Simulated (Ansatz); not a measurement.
# Ca12Bi3PN4: the cost of one run

Program: Ansatz 0.2.0. Level of theory: DFT, PBE, plane-wave PAW, default files, scalar-relativistic. These are calculated values, not measurements.

1 further run of the same task is left out (it didn't finish).

### 1 The system as given

It takes space group Im-3m (No. 229, cubic). The conventional cell has a = 9.777 Å, b = 9.777 Å, c = 9.777 Å, α = 90.00°, β = 90.00°, γ = 90.00°. Ca (site symmetry mm2) has 2 N at 2.44 Å and 8 Ca at 3.46 Å and 1 P at 3.46 Å and 3 Bi at 3.46 Å as nearest neighbours. P (site symmetry m-3m) has 12 Ca at 3.46 Å as nearest neighbours. Bi (site symmetry 4/mmm) is surrounded by 12 Ca at 3.46 Å. N (site symmetry -3m) has 6 Ca at 2.44 Å as nearest neighbours.

Structure file:

```cif
data_structure
_symmetry_space_group_name_H-M 'Im-3m'
_symmetry_Int_Tables_number 229
_cell_length_a 9.7768
_cell_length_b 9.7768
_cell_length_c 9.7768
_cell_angle_alpha 90.000
_cell_angle_beta 90.000
_cell_angle_gamma 90.000
_cell_volume 934.52
loop_
_atom_site_label
_atom_site_type_symbol
_atom_site_symmetry_multiplicity
_atom_site_Wyckoff_symbol
_atom_site_fract_x
_atom_site_fract_y
_atom_site_fract_z
_atom_site_occupancy
Ca1 Ca 24 h 0.00000 0.25000 0.25000 1
P1 P 2 a 0.00000 0.00000 0.00000 1
Bi1 Bi 6 b 0.00000 0.00000 0.50000 1
N1 N 8 c 0.25000 0.25000 0.25000 1
```

Atom 13 of the input is the impurity.

### 2 Single point at the given positions

input.yaml

```yaml
crystal:
  lattice:
    - [-4.8884, 4.8884, 4.8884]
    - [4.8884, -4.8884, 4.8884]
    - [4.8884, 4.8884, -4.8884]
  atoms:
    - { symbol: Ca, position: [0.5, 0.25, 0.25] }
    - { symbol: Ca, position: [0.0, 0.75, 0.25] }
    - { symbol: Ca, position: [0.0, 0.25, 0.75] }
    - { symbol: Ca, position: [0.5, 0.75, 0.75] }
    - { symbol: Ca, position: [0.25, 0.5, 0.25] }
    - { symbol: Ca, position: [0.75, 0.0, 0.25] }
    - { symbol: Ca, position: [0.75, 0.5, 0.75] }
    - { symbol: Ca, position: [0.25, 0.0, 0.75] }
    - { symbol: Ca, position: [0.25, 0.25, 0.5] }
    - { symbol: Ca, position: [0.75, 0.75, 0.5] }
    - { symbol: Ca, position: [0.75, 0.25, 0.0] }
    - { symbol: Ca, position: [0.25, 0.75, 0.0] }
    - { symbol: P, position: [0.0, 0.0, 0.0] }
    - { symbol: Bi, position: [0.5, 0.5, 0.0] }
    - { symbol: Bi, position: [0.5, 0.0, 0.5] }
    - { symbol: Bi, position: [0.0, 0.5, 0.5] }
    - { symbol: "N", position: [0.5, 0.5, 0.5] }
    - { symbol: "N", position: [0.0, 0.0, 0.5] }
    - { symbol: "N", position: [0.0, 0.5, 0.0] }
    - { symbol: "N", position: [0.5, 0.0, 0.0] }
kpoints:
  mp_grid: { grid: [3, 3, 3] }
scf:
  occupations: { method: fermi_dirac, width: 0.01 }
hamiltonian:
  xc: pbe
  pseudopotentials: { kind: paw }
output:
  forces: true
  stress: true
  populations: true
  efg:
    quadrupole_moments_barn: { Ca: -0.0408, Bi: -0.516, "N": 0.02044 }
    contact_densities: true
```

Launch:

```
ansatz run input.yaml --threads 1 --pin off --max-ram 2560MiB --backend cpu --events-out ev --progress --plain --runs-dir out
```

Q: Estimate wall time and peak memory on 1 thread of Arm Neoverse N1, shared host.

About 46 s, with a peak of 0.85 GiB.
